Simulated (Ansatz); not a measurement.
# C2H7GaS: the cost of one run

Method: the settings change from run to run; program: Ansatz 0.2.0, Gaussian basis.

## 1. The relaxed structure

The geometry comes from an earlier relaxation with PBE0-D4 in a triple-zeta def2 set; it is a stationary point, not always the lowest conformer.

SMILES `CC[S][GaH2]`, 11 atoms, charge 0, spin multiplicity 1.

Atoms are counted from 1 here; the program's logs count them from 0.

Bond lengths: C1–C2 1.513 Å, C1–H5 1.092 Å, C1–H6 1.094 Å, C1–H7 1.092 Å, C2–S3 1.827 Å, C2–H8 1.092 Å, C2–H9 1.091 Å, S3–Ga4 2.185 Å, Ga4–H10 1.560 Å, Ga4–H11 1.566 Å. Angles: C2–C1–H5 110.9°, C2–C1–H6 110.4°, C2–C1–H7 111.1°, H5–C1–H6 108.0°, H5–C1–H7 107.9°, H6–C1–H7 108.4°, C1–C2–S3 113.0°, C1–C2–H8 110.8°, C1–C2–H9 111.2°, S3–C2–H8 105.1°, S3–C2–H9 109.1°, H8–C2–H9 107.3°, C2–S3–Ga4 102.4°, S3–Ga4–H10 116.9°, S3–Ga4–H11 116.7°, H10–Ga4–H11 126.4°.

Coordinates:

```xyz
11
charge 0, multiplicity 1
C    -0.74693    1.22746    0.53037
C    -0.12767   -0.06160    1.02574
S     1.53183   -0.37258    0.32667
Ga    1.06376   -1.31640   -1.58804
H    -0.93471    1.18252   -0.54489
H    -1.70089    1.41110    1.03353
H    -0.08872    2.07732    0.72071
H     0.02080   -0.03049    2.10717
H    -0.77129   -0.91580    0.81106
H     2.26924   -1.68792   -2.50515
H    -0.45012   -1.57051   -1.89647
```

## 2. RPBE/def2-mTZVPP

This run has multiplicity 3, restricted open-shell orbitals, atoms shaken by 0.03 Å, high accuracy.

in.yaml reads:

```yaml
crystal:
  periodic: [false, false, false]
  atoms:
    - {symbol: C, position_ang: [-0.684497, 1.252128, 0.502020]}
    - {symbol: C, position_ang: [-0.129615, -0.033991, 1.043527]}
    - {symbol: S, position_ang: [1.522488, -0.368840, 0.305387]}
    - {symbol: Ga, position_ang: [1.008451, -1.313974, -1.533759]}
    - {symbol: H, position_ang: [-0.996234, 1.141409, -0.482104]}
    - {symbol: H, position_ang: [-1.693381, 1.425765, 1.012373]}
    - {symbol: H, position_ang: [-0.091836, 2.097367, 0.723554]}
    - {symbol: H, position_ang: [0.046695, -0.031452, 2.099867]}
    - {symbol: H, position_ang: [-0.780360, -0.865861, 0.837416]}
    - {symbol: H, position_ang: [2.269622, -1.719295, -2.510541]}
    - {symbol: H, position_ang: [-0.465657, -1.621709, -1.853655]}
basis:
  gaussian: {orbitals: def2-mTZVPP}
magnetization: {spin_polarized: false, initial_magnetization: 2}
hamiltonian: {xc: {name: RPBE}}
accuracy: high
output: {forces: true}
```

On the command line:

```
$ ansatz run in.yaml --threads 4 --pin off --events-out ev --progress --plain --max-ram 10444MiB
```

Q: Estimate wall time and peak memory on 4 threads of Intel Xeon Platinum 8488C, shared host.

About 12 s, with a peak of 0.62 GiB.
